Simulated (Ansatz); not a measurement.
# TmAuN2: the cost of one run

Method: DFT PBE, scalar-relativistic, plane waves, PAW; 4f electrons in the core of a trivalent norm-conserving potential, in Ansatz 0.2.0.

### Step 1. Starting point

Symmetry: P-6m2, No. 187, hexagonal system. Conventional cell: a = 4.019 Å, b = 4.019 Å, c = 4.508 Å, α = 90.00°, β = 90.00°, γ = 120.00°. Tm (site symmetry -6m2) has 2 N at 2.25 Å and 3 Au at 2.32 Å in its first shell of neighbours. Au (site symmetry -6m2) is surrounded by 2 N at 2.25 Å and 3 Tm at 2.32 Å. N (site symmetry -6m2) has 2 Au at 2.25 Å and 3 N at 2.32 Å in its first shell of neighbours. Around N (site symmetry -6m2) lie 2 Tm at 2.25 Å and 3 N at 2.32 Å.

Structure file:

```cif
data_structure
_symmetry_space_group_name_H-M 'P-6m2'
_symmetry_Int_Tables_number 187
_cell_length_a 4.0190
_cell_length_b 4.0190
_cell_length_c 4.5078
_cell_angle_alpha 90.000
_cell_angle_beta 90.000
_cell_angle_gamma 120.000
_cell_volume 63.06
loop_
_atom_site_label
_atom_site_type_symbol
_atom_site_symmetry_multiplicity
_atom_site_Wyckoff_symbol
_atom_site_fract_x
_atom_site_fract_y
_atom_site_fract_z
_atom_site_occupancy
Tm1 Tm 1 f 0.66667 0.33333 0.50000 1
Au1 Au 1 d 0.33333 0.66667 0.50000 1
N1 N 1 c 0.33333 0.66667 0.00000 1
N2 N 1 e 0.66667 0.33333 0.00000 1
```

The cell is invented: random cell by space group and Wyckoff sites (P-6m2, No. 187). The dimensions are guesses.

### Step 2. Probe: one point on a coarse mesh

input.yaml reads:

```yaml
crystal:
  lattice:
    - [4.01904204, 0.0, 0.0]
    - [-2.00952102, 3.48059251, 0.0]
    - [0.0, 0.0, 4.50781868]
  atoms:
    - { symbol: Tm, position: [0.66666667, 0.33333333, 0.5] }
    - { symbol: Au, position: [0.33333333, 0.66666667, 0.5] }
    - { symbol: "N", position: [0.33333333, 0.66666667, 0.0] }
    - { symbol: "N", position: [0.66666667, 0.33333333, 0.0] }
basis:
  ecutwfc: 690
kpoints:
  mp_grid: { grid: [6, 6, 4] }
hamiltonian:
  xc: pbe
  pseudopotentials:
    kind: paw
    azcp: { Tm: "pseudopotentials/pbe/nc/lanthanide_3plus/Tm.nc.azcp" }
scf:
  occupations: { method: gaussian, width: 0.1 }
  lower_state_search: "off"
output:
  forces: true
  stress: true
  eigenvalues: true
```

Started as:

```
$ ansatz run input.yaml --threads 1 --pin off --max-ram 2560MiB --backend cpu --events-out ev --progress --plain --runs-dir out
```

**Question.** How long does this run take on 1 thread of Arm Neoverse V1, shared host, and how much memory does it need?

About 7.4 s, with a peak of 0.3 GiB.
